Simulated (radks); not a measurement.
# Te⁴⁺ in [Kr] 4d10 5s2: an all-electron calculation

An exercise on one series of results from a longer session: the logs are not shown, and one member is left open.

Program: radks (a radial shooting solver on a logarithmic mesh, Libxc functionals) version 1. Level of theory: Dirac Kohn-Sham, PBE, spin-unpolarised, spherical densities, finite nucleus. These are calculated values, not measurements, unless marked.

### The system

```
element            : tellurium (Z = 52)
charge             : +4
electrons          : 48
configuration      : [Kr] 4d10 5s2
nuclear rms radius : 4.7423 fm
```

The outer shells:

Te⁴⁺
```
[Kr] core
4d [↑↓][↑↓][↑↓][↑↓][↑↓]
5s [↑↓]
```

Set-up of the first run:

Input:

```text
Z 52
configuration [Kr] 4d10 5s2
relativity Dirac
functional pbe,pbe
spin unpolarised
j_filling average
nucleus finite rms 4.7423 fm
c 137.035999084
```

Started as:

```sh
> python run_ks.py task.json out
```

The same process makes all the runs of this session.

One of the session's tables, all rows but one given; the rest of the session is left out.

It belongs to the step «Orbitals and density». Radial moments (bohr):

| level | <r> | outermost maximum (interpolated) | 90 % within | nodes |
| --- | --- | --- | --- | --- |
| 1s1/2 | 0.02781 | 0.0179 | 0.0500 | 0 |
| 2s1/2 | 0.1194 | 0.101 | 0.185 | 1 |
| 2p1/2 | 0.1008 | 0.0779 | 0.165 | 0 |
| 2p3/2 | 0.1064 | 0.0826 | 0.173 | 0 |
| 3s1/2 | 0.3218 | 0.293 | 0.473 | 2 |
| 3p1/2 | 0.3122 | 0.279 | 0.470 | 1 |
| 3p3/2 | 0.3236 | 0.290 | 0.486 | 1 |
| 3d3/2 | 0.2946 | 0.236 | 0.464 | 0 |
| 3d5/2 | 0.2982 | 0.239 | 0.469 | 0 |
| 4s1/2 | 0.7640 | 0.701 | 1.10 | 3 |
| 4p1/2 | ? | ? | ? | ? |
| 4p3/2 | 0.8285 | 0.746 | 1.21 | 2 |
| 4d3/2 | 0.9532 | 0.805 | 1.45 | 1 |
| 4d5/2 | 0.9645 | 0.813 | 1.47 | 1 |
| 5s1/2 | 1.869 | 1.70 | 2.67 | 4 |

Q: Estimate the row for 4p1/2 from the others.

As computed: <r>: 0.8003; outermost maximum (interpolated): 0.721; 90 % within: 1.17; nodes: 2. In the column «<r>» it lies between 4s1/2 (0.7640) and 4p3/2 (0.8285).
